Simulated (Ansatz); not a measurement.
**C₃H₅AlF₂: one species, many methods**

One table from this session's results is given with a row withheld; the runs are named, their logs left out.

Computed with Ansatz 0.2.0, Gaussian basis. Level: functionals in def2-TZVPP, the program's frozen cores in correlated methods.

Levels to be run: PBE-D4, r2SCAN-D4, PBE0-D4, B3LYP-D4, ωB97X-V, ωB97M-V, B2PLYP; CCSD(T)/def2-TZVPP; MP2/def2-QZVPP; extrapolation to the limit.

### Structure used throughout

All runs share one geometry, relaxed beforehand with PBE0-D4 in a triple-zeta def2 set.

11 atoms, charge 0, spin multiplicity 1.

Atoms are counted from 1 here; the program's logs count them from 0.

Bond lengths: C1–Al2 1.939 Å, C1–H7 1.093 Å, C1–H8 1.095 Å, C1–H9 1.092 Å, Al2–C3 1.926 Å, Al2–C4 1.942 Å, C3–C4 1.546 Å, C3–H10 1.090 Å, C3–H11 1.095 Å, C4–F5 1.372 Å, C4–F6 1.358 Å. Angles: Al2–C1–H7 111.1°, Al2–C1–H8 109.6°, Al2–C1–H9 111.9°, H7–C1–H8 107.5°, H7–C1–H9 108.8°, H8–C1–H9 107.8°, C1–Al2–C3 153.5°, C1–Al2–C4 159.4°, C3–Al2–C4 47.1°, Al2–C3–C4 67.0°, Al2–C3–H10 132.3°, Al2–C3–H11 112.1°, C4–C3–H10 115.8°, C4–C3–H11 109.7°, H10–C3–H11 110.8°, Al2–C4–C3 65.9°, Al2–C4–F5 116.8°, Al2–C4–F6 132.9° and more.

Geometry (Å):

```
C    -1.1996   -1.2825    1.4651
Al   -0.1776   -0.1665    0.2533
C     1.1318    0.1282   -1.1281
C     0.4161    1.4252   -0.6870
F    -0.3967    1.8897   -1.6894
F     1.2480    2.4434   -0.3476
H    -0.6170   -2.1493    1.7867
H    -2.0919   -1.6575    0.9536
H    -1.5281   -0.7313    2.3483
H     1.1265   -0.0757   -2.1984
H     2.1539    0.1194   -0.7358
```

Set-up of the first run:

File in.yaml:

```yaml
crystal:
  periodic: [false, false, false]
  atoms:
    - {symbol: C, position_ang: [-1.199614, -1.282506, 1.465090]}
    - {symbol: Al, position_ang: [-0.177630, -0.166514, 0.253313]}
    - {symbol: C, position_ang: [1.131831, 0.128158, -1.128115]}
    - {symbol: C, position_ang: [0.416063, 1.425163, -0.687019]}
    - {symbol: F, position_ang: [-0.396703, 1.889665, -1.689373]}
    - {symbol: F, position_ang: [1.247972, 2.443391, -0.347631]}
    - {symbol: H, position_ang: [-0.617015, -2.149337, 1.786730]}
    - {symbol: H, position_ang: [-2.091896, -1.657455, 0.953583]}
    - {symbol: H, position_ang: [-1.528067, -0.731270, 2.348255]}
    - {symbol: H, position_ang: [1.126513, -0.075681, -2.198418]}
    - {symbol: H, position_ang: [2.153944, 0.119385, -0.735814]}
basis:
  gaussian: {orbitals: def2-TZVPP}
hamiltonian: {xc: pbe, dispersion: d4}
output: {forces: true, orbitals: {seedname: orbitals}}
```

Run with:

```console
> ansatz run in.yaml --threads 4 --pin off --events-out ev --progress --plain --max-ram 10444MiB
```

Steps of the session up to this table: PBE-D4 (GGA); r2SCAN-D4 (meta-GGA); PBE0-D4 (hybrid); B3LYP-D4 (hybrid); ωB97X-V (range-separated); ωB97M-V (range-separated); B2PLYP (double hybrid); CCSD(T) in def2-TZVPP; MP2 in def2-QZVPP.

One table of the session follows, with a row left open; its other results are not shown here.

It belongs to the step «Atomisation energies». 

```
            method  atomisation energy (eV)
            PBE-D4                   43.584
         r2SCAN-D4                   42.576
           PBE0-D4                   42.507
          B3LYP-D4                   42.074
           ωB97X-V                   42.359
           ωB97M-V                   42.403
            B2PLYP                   41.713
     HF/def2-TZVPP                   30.003
    MP2/def2-TZVPP                   42.108
   CCSD/def2-TZVPP                   40.262
CCSD(T)/def2-TZVPP                   41.016
           MP2/CBS                        ?
       CCSD(T)/CBS                   42.166
```

Q: Estimate the row for MP2/CBS from the others.

**Answer.** atomisation energy (eV): 43.258. In the column «atomisation energy (eV)» it lies between r2SCAN-D4 (42.576) and PBE-D4 (43.584).
